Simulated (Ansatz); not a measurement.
# C₂H₉NOSi: up Jacob's ladder to CCSD(T)

One table from this session's results is given with a row withheld; the runs are named, their logs left out.

Program: Ansatz 0.2.0, Gaussian basis. Level of theory: functionals in def2-TZVPP, the program's frozen cores in correlated methods. These are calculated values, not measurements.

The runs, in order: LDA (SPW92), PBE-D4, revPBE-D4, BLYP-D4, r2SCAN-D4, B97M-V, PBE0-D4, B3LYP-D4, r2SCANh-D4, r2SCAN0-D4, HSE06-D4, BHLYP-D4, CAM-B3LYP-D4, LC-ωPBE, ωB97X-V, ωB97M-V, B2PLYP, PBE-QIDH; CCSD(T)/def2-SVP; CCSD(T)/def2-TZVPP; MP2/def2-QZVPP; extrapolation to the limit; RPA on PBE.

## The geometry

All runs share one geometry, relaxed beforehand with PBE0-D4 in a triple-zeta def2 set.

14 atoms, charge 0, spin multiplicity 1.

Atoms are counted from 1 here; the program's logs count them from 0.

Bond lengths: C1–N2 1.443 Å, C1–H6 1.099 Å, C1–H7 1.098 Å, C1–H8 1.092 Å, N2–C3 1.441 Å, N2–Si4 1.707 Å, C3–H9 1.092 Å, C3–H10 1.100 Å, C3–H11 1.098 Å, Si4–O5 1.652 Å, Si4–H12 1.487 Å, Si4–H13 1.480 Å, O5–H14 0.958 Å. Angles: N2–C1–H6 112.2°, N2–C1–H7 110.8°, N2–C1–H8 110.5°, H6–C1–H7 107.6°, H6–C1–H8 107.7°, H7–C1–H8 107.8°, C1–N2–C3 113.8°, C1–N2–Si4 121.6°, C3–N2–Si4 123.5°, N2–C3–H9 110.5°, N2–C3–H10 112.3°, N2–C3–H11 110.8°, H9–C3–H10 108.0°, H9–C3–H11 107.7°, H10–C3–H11 107.3°, N2–Si4–O5 117.3°, N2–Si4–H12 105.3°, N2–Si4–H13 108.5° and more.

Set-up of the first run:

in.yaml

```yaml
crystal:
  periodic: [false, false, false]
  atoms:
    - {symbol: C, position_ang: [-0.835858, 1.089100, 0.805263]}
    - {symbol: N, position_ang: [0.146785, 0.191166, 0.248902]}
    - {symbol: C, position_ang: [0.695754, -0.735395, 1.206342]}
    - {symbol: Si, position_ang: [0.376459, 0.049158, -1.437083]}
    - {symbol: O, position_ang: [-0.788933, -0.746829, -2.295495]}
    - {symbol: H, position_ang: [-1.716688, 0.555413, 1.189134]}
    - {symbol: H, position_ang: [-0.409938, 1.666409, 1.636064]}
    - {symbol: H, position_ang: [-1.179439, 1.797192, 0.047980]}
    - {symbol: H, position_ang: [1.458320, -1.361175, 0.738209]}
    - {symbol: H, position_ang: [-0.071841, -1.396584, 1.634521]}
    - {symbol: H, position_ang: [1.168531, -0.200725, 2.040474]}
    - {symbol: H, position_ang: [1.678911, -0.650911, -1.598573]}
    - {symbol: H, position_ang: [0.344153, 1.404080, -2.031853]}
    - {symbol: H, position_ang: [-0.879216, -1.690199, -2.155189]}
basis:
  gaussian: {orbitals: def2-TZVPP}
hamiltonian: {xc: lda}
output: {orbitals: {seedname: orbitals}}
```

Run with:

```
ansatz run in.yaml --threads 4 --pin off --events-out ev --progress --plain --max-ram 10444MiB
```

Steps of the session up to this table: LDA; PBE-D4 (GGA); revPBE-D4 (GGA); BLYP-D4 (GGA); r2SCAN-D4 (meta-GGA); B97M-V (meta-GGA); PBE0-D4 (hybrid); B3LYP-D4 (hybrid); r2SCANh-D4 (hybrid); r2SCAN0-D4 (hybrid); HSE06-D4 (hybrid); BHLYP-D4 (hybrid); CAM-B3LYP-D4 (range-separated); LC-ωPBE (range-separated); ωB97X-V (range-separated); ωB97M-V (range-separated); B2PLYP (double hybrid); PBE-QIDH (double hybrid).

One of the session's tables, all rows but one given; the rest of the session is left out.

It belongs to the step «Frontier levels by functional». 

```
  functional  HOMO (eV)  LUMO (eV)  gap (eV)
 LDA (SPW92)      -5.35      -0.45      4.90
      PBE-D4      -5.24      -0.25      4.99
   revPBE-D4      -5.18      -0.15      5.04
     BLYP-D4      -5.13      -0.22      4.91
   r2SCAN-D4      -5.46       0.31      5.76
      B97M-V      -5.64      -0.09      5.55
     PBE0-D4      -6.54       0.60      7.14
    B3LYP-D4      -6.33       0.29      6.62
  r2SCANh-D4      -5.96       0.57      6.53
  r2SCAN0-D4      -6.71       0.95      7.66
    HSE06-D4      -6.14       0.23      6.37
    BHLYP-D4      -7.81       1.27      9.08
CAM-B3LYP-D4      -7.93       1.41      9.34
     LC-ωPBE          ?          ?         ?
     ωB97X-V      -8.94       2.49     11.42
     ωB97M-V      -8.87       2.08     10.94
```

**Question.** Estimate the row for LC-ωPBE.

As computed: HOMO (eV): -9.26; LUMO (eV): 2.69; gap (eV): 11.96. In the column «HOMO (eV)» it is the lowest.
